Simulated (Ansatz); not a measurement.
**CH6O2Si: up Jacob's ladder to CCSD(T)**

An exercise on one series of results from a longer session: the logs are not shown, and one member is left open.

Computed with Ansatz 0.2.0, Gaussian basis. Level: functionals in def2-TZVPP, the program's frozen cores in correlated methods.

Plan: PBE-D4, r2SCAN-D4, PBE0-D4, B3LYP-D4, ωB97X-V, ωB97M-V, B2PLYP; CCSD(T)/def2-TZVPP; CCSD(T)/def2-QZVPP; extrapolation to the limit.

### The geometry

All runs share one geometry, relaxed beforehand with PBE0-D4 in a triple-zeta def2 set.

10 atoms, charge 0, spin multiplicity 1.

Atoms are counted from 1 here; the program's logs count them from 0.

Bond lengths: C1–Si2 1.847 Å, C1–H5 1.092 Å, C1–H6 1.092 Å, C1–H7 1.093 Å, Si2–O3 1.642 Å, Si2–O4 1.649 Å, Si2–H8 1.493 Å, O3–H9 0.958 Å, O4–H10 0.957 Å. Angles: Si2–C1–H5 110.8°, Si2–C1–H6 110.9°, Si2–C1–H7 110.2°, H5–C1–H6 108.5°, H5–C1–H7 108.2°, H6–C1–H7 108.2°, C1–Si2–O3 105.8°, C1–Si2–O4 110.8°, C1–Si2–H8 112.4°, O3–Si2–O4 110.4°, O3–Si2–H8 110.5°, O4–Si2–H8 106.9°, Si2–O3–H9 117.7°, Si2–O4–H10 117.0°.

The first run:

File in.yaml:

```yaml
crystal:
  periodic: [false, false, false]
  atoms:
    - {symbol: C, position_ang: [-0.352781, 0.697197, 1.182453]}
    - {symbol: Si, position_ang: [0.292962, -0.218980, -0.285112]}
    - {symbol: O, position_ang: [-0.250409, -1.760187, -0.125803]}
    - {symbol: O, position_ang: [-0.269324, 0.447318, -1.684869]}
    - {symbol: H, position_ang: [0.004754, 1.729369, 1.184194]}
    - {symbol: H, position_ang: [-0.033760, 0.218943, 2.111235]}
    - {symbol: H, position_ang: [-1.445345, 0.713720, 1.165117]}
    - {symbol: H, position_ang: [1.784209, -0.194477, -0.360022]}
    - {symbol: H, position_ang: [-0.113467, -2.359213, -0.860455]}
    - {symbol: H, position_ang: [0.383161, 0.726320, -2.326738]}
basis:
  gaussian: {orbitals: def2-TZVPP}
hamiltonian: {xc: pbe, dispersion: d4}
output: {forces: true, orbitals: {seedname: orbitals}}
```

Command:

```bash
> ansatz run in.yaml --threads 2 --pin off --events-out ev --progress --plain --max-ram 32768MiB --backend cpu
```

Among the steps run: PBE-D4 (GGA); r2SCAN-D4 (meta-GGA); PBE0-D4 (hybrid); B3LYP-D4 (hybrid); ωB97X-V (range-separated); ωB97M-V (range-separated); B2PLYP (double hybrid); CCSD(T) in def2-TZVPP; CCSD(T) in def2-QZVPP.

One of the session's tables, all rows but one given; the rest of the session is left out.

It belongs to the step «Atomisation energies». 

| method | atomisation energy (kcal/mol) |
| --- | --- |
| PBE-D4 | 918.2 |
| r2SCAN-D4 | 912.4 |
| PBE0-D4 | 903.3 |
| B3LYP-D4 | 908.8 |
| ωB97X-V | 913.0 |
| ωB97M-V | ? |
| B2PLYP | 902.5 |
| HF/def2-TZVPP | 668.5 |
| MP2/def2-TZVPP | 906.6 |
| CCSD/def2-TZVPP | 879.9 |
| CCSD(T)/def2-TZVPP | 891.1 |
| MP2/CBS | 932.0 |
| CCSD(T)/CBS | 916.1 |

Q: Estimate the row for ωB97M-V from the others.

**Answer.** atomisation energy (kcal/mol): 914.7. In the column «atomisation energy (kcal/mol)» it lies between ωB97X-V (913.0) and CCSD(T)/CBS (916.1).

To keep in mind: Free atoms (1 C, 1 Si, 2 O, 6 H) were run apart at each level; the atomisation energy is their sum less the molecule, without zero-point or spin-orbit terms.
